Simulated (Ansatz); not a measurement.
# Mo2Se2S: the cost of one run

Program: Ansatz 0.2.0. Level of theory: DFT PBE, scalar-relativistic, plane waves, PAW, unless a step names another level. These are calculated values, not measurements.

8 further runs of the same task are left out: 8 set aside as unsound or not needed. Runs told in other sessions of the task aren't counted.

### 1 What the formula suggests

Pauling electronegativities: Mo 2.16, Se 2.55, S 2.58 (spread 0.42). The formula balances with common oxidation states: Mo +3, S -2, Se -2, a formal count that means little at so small a spread. Tabulated atomic sizes suggest about 22 Å³/atom. 17 candidates were drawn, by swapping species into database cells of other compounds, at random by space group and Wyckoff sites, or by hand, as the table says:

| name | made from | space group no. | Wyckoff sites | atoms (primitive cell) | V (Å³/atom) |
| --- | --- | --- | --- | --- | --- |
| c01 | random | 139 | Mo 4c; Se 4e; S 2b | 5 | 28.5 |
| c02 | built by hand: Tetradymite Bi2Te2S | 166 | Mo 6c; Se 6c; S 3a | 5 | 20.2 |
| c03 | random | 123 | Mo 1d, 1a; Se 2h; S 1c | 5 | 27.6 |
| c04 | built by hand: Trigonal-prismatic Se-Mo-S-Mo-Se slab | 187 | Mo 2h; Se 2g; S 1a | 5 | 19.9 |
| c05 | random | 166 | Mo 6c; Se 6c; S 3a | 5 | 26.7 |
| c06 | random | 123 | Mo 2g; Se 2f; S 1c | 5 | 27.6 |
| c07 | random | 191 | Mo 2d; Se 2e; S 1b | 5 | 26.2 |
| c08 | random | 191 | Mo 2c; Se 2e; S 1b | 5 | 25.3 |
| c09 | database cell of GdAl2Si2 | 164 | Mo 2d; Se 2d; S 1a | 5 | 26.4 |
| c10 | database cell of LaSi2Au2 | 139 | Mo 4e; Se 4d; S 2a | 5 | 21.9 |
| c11 | built by hand: La2O2S (ordered La2O3) | 164 | Mo 2d; Se 2d; S 1a | 5 | 19.9 |
| c12 | random | 187 | Mo 2i; Se 1a, 1c; S 1b | 5 | 25.4 |
| c13 | built by hand: Mo2S3, S on second anion site | 11 | Mo 2e, 2e; Se 2e, 2e; S 2e | 10 | 19.9 |
| c14 | random | 191 | Mo 2e; Se 2d; S 1b | 5 | 25.8 |
| c15 | random | 187 | Mo 2g; Se 1b, 1c; S 1f | 5 | 24.7 |
| c16 | random | 191 | Mo 2d; Se 2e; S 1a | 5 | 26.4 |
| c17 | built by hand: Mo2S3, S on the site between half-filled Mo layers | 11 | Mo 2e, 2e; Se 2e, 2e; S 2e | 10 | 19.9 |

### 2 Screening run of c06

File input.yaml:

```yaml
crystal:
  lattice:
    - [5.69951232, 0.0, 0.0]
    - [0.0, 5.69951232, 0.0]
    - [0.0, 0.0, 4.25189961]
  atoms:
    - { symbol: Mo, position: [0.0, 0.0, 0.2365762], spin: 1.0 }
    - { symbol: Mo, position: [0.0, 0.0, 0.7634238], spin: 1.0 }
    - { symbol: Se, position: [0.0, 0.5, 0.0] }
    - { symbol: Se, position: [0.5, 0.0, 0.0] }
    - { symbol: S, position: [0.5, 0.5, 0.0] }
basis:
  ecutwfc: 420
kpoints:
  mp_grid: { grid: [2, 2, 3] }
hamiltonian:
  xc: pbe
scf:
  occupations: { method: gaussian, width: 0.15 }
  lower_state_search: "off"
output:
  forces: true
  stress: true
  eigenvalues: true
  populations: true
magnetization:
  spin_polarized: true
relax:
  adjacent_minimum: "off"
  f_tol: 0.08
  max_steps: 16
  cell: { stress_tol: 0.8 }
```

The run is started by

```
> ansatz run input.yaml --threads 1 --pin off --max-ram 2560MiB --backend cpu --events-out ev --progress --plain --runs-dir out
```

**Question.** How long does this run take on 1 thread of AMD EPYC 9R45 (Zen 5), shared host, and how much memory does it need?

About 31 s, with a peak of 0.5 GiB.
